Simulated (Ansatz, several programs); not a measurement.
FeSi (P2_13) from a database of computed structures, relaxed with PBE in Ansatz (plane waves, PAW): the symmetry is P2_13 (No. 198, cubic); a = 4.448 Å in the conventional setting, 11.00 Å³ an atom. Around Fe lie 7 Si at 2.27–2.50 Å; around Si lie 7 Fe at 2.27–2.50 Å. The cell was then scaled with its shape and fractional coordinates held, which makes it stiffer than a relaxed compression. No spin polarisation and no zero-point or thermal motion.

```tsv
V (Å³/atom)	E (meV/atom)
10.338	32.07
10.998	0.00
11.328	6.69
11.658	25.52
```

Q: Pass a cubic E = c₀ + c₁u + c₂u² + c₃u³, with u = V − 11.081 Å³, through these points.

A: c₀ = 0.42, c₁ = +10.355, c₂ = 63.497, c₃ = -10.4697 (meV and Å³).

Q: Where is the minimum, and what bulk modulus follows?

A: dE/du = 0 at u = -0.080, so V₀ = 11.00 Å³. B = V₀ d²E/dV² = 11.00 × (2c₂ + 6c₃u) = 11.00 × 132.018 = 1452 meV/Å³, and 1 meV/Å³ is 0.16022 GPa: 233 GPa. A third-order Birch-Murnaghan fit to all five points gives 11.00 Å³ and 231 GPa.

Q: Predict the energy and the pressure at the withheld volume, 10.668 Å³.

A: With u = -0.413: E ≈ 7.71 meV and P = −dE/dV ≈ +7.60 GPa. The run gives 7.61 meV and, from its stress, +7.56 GPa.
